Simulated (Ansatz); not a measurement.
# SiO (SMILES O=[Si]): B3LYP/6-31G(d) (spherical functions)

What is the electronic atomisation energy of SiO at B3LYP/6-31G* (spherical functions)? 

The results are computed with Ansatz 0.2.0.

32 further runs of the same task are left out: 32 set aside as unsound or not needed.

## 1. The system as given

The species is SiO (2 atoms), meant as a singlet with charge 0. As SMILES, `O=[Si]`. The shape is that of a PBE0-D4/def2-TZVP optimisation.

Bond lengths: O1–Si2 1.509 Å.

## 2. A single-point energy at B3LYP/6-31G(d) (spherical functions)

The input, run.yaml:

```yaml
crystal:
  periodic: [false, false, false]
  atoms:
    - {symbol: O, position_ang: [-0.640700, 0.231500, -0.324000]}
    - {symbol: Si, position_ang: [0.640700, -0.231500, 0.324000]}
basis:
  gaussian: {orbitals: 6-31G_st_-spherical.json}
hamiltonian: {xc: {name: B3LYP}}
accuracy: high
output: {orbitals: {seedname: orbitals}}
```

The basis set 6-31G* is read from a file made from the Basis Set Exchange's data (not shown).

The run is started by

```
$ ansatz run run.yaml --threads 1 --pin off --max-ram 3480MiB --events-out events.jsonl --progress --plain --runs-dir runs
```

Output:

```text
Warning: RAYON_NUM_THREADS=1 ignored (pool sized by the plan → 1); use --threads N
Functional definition: B3LYP
  name "B3LYP"
  parameter a0 = 0.2
  parameter ax = 0.72
  parameter ac = 0.81
  exchange = (1 - a0 - ax)*slater_x + ax*b88_x + a0*exact_x
  correlation = (1 - ac)*vwn_rpa_c + ac*lyp_c
550 factors; integrals over basis functions are off by at most 3.6e-9 eV
mean field evaluation 1: about -9915.8327 eV, gradient 6.5e1 eV
mean field evaluation 2: about -9819.2675 eV, gradient 1.8e2 eV
mean field evaluation 4: about -9924.4083 eV, gradient 2.8e0 eV
mean field evaluation 8: about -9924.4362 eV, gradient 3.8e-1 eV
mean field evaluation 16: about -9924.4365 eV, gradient 4.6e-7 eV
mean field -9924.43651840 eV, -364.7163150264 hartree, gradient 2.0e-8 eV, S^2 0.000000; 0 other end points of the search recorded, 0 dependent functions left out
reference -9924.43654260 eV, -364.7163159157 hartree; 11, 11 occupied and 21, 21 virtual orbitals, 550 factors
Total energy: -9924.43654260 eV, -364.7163159157 hartree
```

Run time: 0.8 s. Hardware: 1 thread of Arm Neoverse V2, shared host.

## 3. The O atom, same level

The input, input.yaml:

```yaml
crystal:
  periodic: [false, false, false]
  atoms:
    - {symbol: O, position_ang: [0.000000, 0.000000, 0.000000]}
basis:
  gaussian:
    orbitals: 6-31G_st_-spherical.json
magnetization:
  spin_polarized: true
  initial_magnetization: 2
hamiltonian:
  xc: {name: B3LYP}
accuracy: high
```

The basis set 6-31G* is read from a file made from the Basis Set Exchange's data (not shown).

The run is started by

```
$ ansatz run input.yaml --threads 1 --pin off --max-ram 3480MiB --events-out events.jsonl --progress --plain --runs-dir runs
```

Output:

```text
Warning: RAYON_NUM_THREADS=1 ignored (pool sized by the plan → 1); use --threads N
Functional definition: B3LYP
  name "B3LYP"
  parameter a0 = 0.2
  parameter ax = 0.72
  parameter ac = 0.81
  exchange = (1 - a0 - ax)*slater_x + ax*b88_x + a0*exact_x
  correlation = (1 - ac)*vwn_rpa_c + ac*lyp_c
96 factors; integrals over basis functions are off by at most 1.3e-9 eV
mean field evaluation 1: about -2042.3583 eV, gradient 5.4e0 eV
mean field evaluation 2: about -2042.4299 eV, gradient 3.3e0 eV
mean field evaluation 4: about -2042.4706 eV, gradient 1.8e-2 eV
mean field evaluation 8: about -2042.4704 eV, gradient 1.5e-4 eV
mean field -2042.47041935 eV, -75.0594034748 hartree, gradient 7.8e-10 eV, S^2 2.002219; 0 other end points of the search recorded, 0 dependent functions left out
reference -2042.47043006 eV, -75.0594038687 hartree; 5, 3 occupied and 9, 11 virtual orbitals, 96 factors
Total energy: -2042.47043006 eV, -75.0594038687 hartree
```

Run time: 0.26 s. Hardware: 1 thread of Arm Neoverse V2, shared host.

## 4. The Si atom at the same level

The input, in.yaml:

```yaml
crystal:
  periodic: [false, false, false]
  atoms:
    - symbol: Si
      position_ang: [0.000000, 0.000000, 0.000000]
basis:
  gaussian: {orbitals: 6-31G_st_-spherical.json}
magnetization: {spin_polarized: true, initial_magnetization: 2}
hamiltonian: {xc: {name: B3LYP}}
accuracy: high
```

The basis set 6-31G* is read from a file made from the Basis Set Exchange's data (not shown).

Run the same way, it converges to -289.36979 Eh (log not shown).

## 5. Outcome

Level: B3LYP/6-31G* (spherical functions).

| quantity | value |
| --- | --- |
| molecule: total energy | -364.71632 Eh |
| molecule: HOMO energy | -8.41 eV |
| molecule: LUMO energy | -1.84 eV |
| molecule: HOMO–LUMO gap | 6.56 eV |
| O atom: total energy | -75.05940 Eh |
| O atom: ⟨S²⟩ | 2.002 |
| Si atom: total energy | -289.36979 Eh |
| Si atom: ⟨S²⟩ | 2.002 |
| electronic atomisation energy | 7.813 eV |

**Reading.** Taking the molecule apart into free atoms costs 7.81 eV (180 kcal/mol), before zero-point energy and without spin-orbit coupling.
